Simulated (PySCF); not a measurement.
# [Nd(PH3)]2+: other functionals and bases at one geometry

An exercise on one series of results from a longer session: the logs are not shown, and one member is left open.

Method: several levels, as the steps say, no spin–orbit coupling; program: PySCF 2.14.0.

1 further run of the same task is left out (for a known fault of the program).

## The system as given

5 atoms, charge 2, spin multiplicity 1.

Bond lengths: Nd1–P2 3.199 Å, P2–H3 1.418 Å, P2–H4 1.418 Å, P2–H5 1.418 Å. Angles: Nd1–P2–H3 116.9°, Nd1–P2–H4 116.9°, Nd1–P2–H5 116.9°, H3–P2–H4 101.1°, H3–P2–H5 101.1°, H4–P2–H5 101.1°.

Coordinates:

```xyz
5

Nd    0.0000    0.0000   -0.6172
P     0.0000    0.0000    2.5821
H     1.2646    0.0000    3.2245
H    -0.6323    1.0952    3.2245
H    -0.6323   -1.0952    3.2245
```

Formal oxidation states: Nd +2. Each metal's 4 4f electrons lie in its core potential, so multiplicities, spins and levels count the valence alone. An earlier session relaxed this geometry at PBE0, Nd lcecp-0-SVP with ECP50, P def2-SVP, H def2-SVP (singlet, point group C3v).

At PBE0 on the finer grid: E = -370.104340 Eh, frontier levels not given, since the 4f levels lie in the core, Mulliken charge on Nd1 +1.66 e, largest force component 0.007 eV/Å. 

Levels to run: r2SCAN; TPSSh; PBE0, TZVP. Hardware: 2 threads of Arm Neoverse V2, shared host.

The first run:

File run.py (the lines that set the calculation):

```python
mol = gto.M(atom='''
Nd     0.00000     0.00000    -0.61721
P      0.00000     0.00000     2.58213
H      1.26460     0.00000     3.22446
H     -0.63230     1.09518     3.22446
H     -0.63231    -1.09518     3.22446''',
    basis={'Nd': 'lcecp-0-SVP', 'P': 'def2-SVP', 'H': 'def2-SVP'},
    ecp={'Nd': 'lcecp-0-SVP'},
    charge=2, spin=0)
mf = dft.RKS(mol, xc='R2SCAN')
mf.grids.atom_grid = (75, 302)  # f atoms: unpruned, at least (60, 302)
mf = mf.density_fit()  # fitting sets: Nd AutoAux, P def2-universal-JKFIT, H def2-universal-JKFIT
mf.conv_tol = 1e-08; mf.max_cycle = 55
mf.kernel(dm0)  # dm0: the density of the relaxed state
```

Command:

```sh
$ OMP_NUM_THREADS=2 python run.py
```

Among the steps run: r2SCAN; TPSSh; PBE0, TZVP.

One of the session's tables, all rows but one given; the rest of the session is left out.

```
              level  charge on Nd1 (e)  dipole (D)  largest force component (eV/Å)
PBE0 (relaxed here)               1.66        0.52                            0.01
             r2SCAN               1.68        0.56                            0.06
              TPSSh                  ?           ?                               ?
         PBE0, TZVP               1.73        0.41                            0.17
```

**Question.** Estimate the row for TPSSh.

The run gave: charge on Nd1 (e): 1.67; dipole (D): 0.53; largest force component (eV/Å): 0.16. In the column «charge on Nd1 (e)» it lies between PBE0 (relaxed here) (1.66) and r2SCAN (1.68).

The dipole of a charged species depends on the origin, so these sizes hold for this origin alone.

The largest leftover force, 0.17 eV/Å with PBE0, TZVP, stands at a geometry relaxed at another level. With 4f in the core, its levels are missing from HOMO and gap, and its count is fixed, so no charge can pass from the ligands into it. Total energies of different levels can't be compared.
